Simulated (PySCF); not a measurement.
# PSe: bond curves at several levels of theory

One job finds the state of PSe, follows it along the bond with each method and fits the curves.

Program: PySCF 2.14.0. Level of theory: P pcseg-1, Se pcseg-1, no relativity. These are calculated values, not measurements.

## Step 1: Set-up

A driver script around PySCF takes these settings:

```json
{
 "atoms": "P, Se",
 "charge": "0",
 "basis": "P pcseg-1, Se pcseg-1",
 "Hamiltonian": "no relativity",
 "basis functions": "45",
 "electrons treated": "49",
 "masses in u": "30.9738, 79.9165",
 "levels": "PBE0, PBE, r²SCAN, LDA, B3LYP, TPSS, HF, MP2, SCS-MP2, CCSD, CCSD(T)",
 "grid": "80 radial by 434 angular points",
 "occupations": "held fixed by the projection of orbital angular momentum",
 "dissociation limit": "P + Se, each in its ground configuration",
 "starting distance in angstrom": "2.180",
 "values of 2S to try": "1, 3, 5"
}
```

After this run come: The PBE0 curve of the state that the search chose; Higher solutions at PBE0; PBE (GGA); r²SCAN; LDA (local density); B3LYP; TPSS (meta-GGA); UHF (mean field); MP2 and coupled cluster.

Before running it: what results should come out? Wanted: for each run, Re; ωe; De; μ.

The runs gave:

Lowest PBE0 solution found, without spin–orbit coupling: ²Π (doublet), unpaired electrons π ↑. State 2 has its PBE0 minimum 1.66 eV higher. The other levels ran on the lowest alone.

```csv
level,Re (Å),ωe (cm⁻¹),De (eV),μ (D)
UHF-CCSD,2.066,562,2.77,n/a
LDA,2.055,565,4.95,-0.11
PBE,2.073,550,4.12,-0.12
TPSS,2.066,556,3.93,-0.20
r²SCAN,2.055,573,3.77,-0.28
B3LYP,2.063,563,3.74,-0.27
PBE0,2.044,590,3.68,-0.30
```

De is counted to P + Se in their ground configurations. A positive dipole means P(−)Se(+). No constants: UHF (the points don't follow one smooth fit); UHF-MP2 (the points don't follow one smooth fit); UHF-SCS-MP2 (the points don't follow one smooth fit); UHF-CCSD(T) (the points don't follow one smooth fit).

The methods spread over 0.029 Å in bond length, from PBE0 to PBE. Of the levels with a De here, UHF-CCSD gives the least (2.77 eV) and LDA the most (4.95 eV).

Correlated steps freeze 14 core orbitals. At some levels the lowest empty orbital lies below the highest filled one (the two can be of opposite spin).
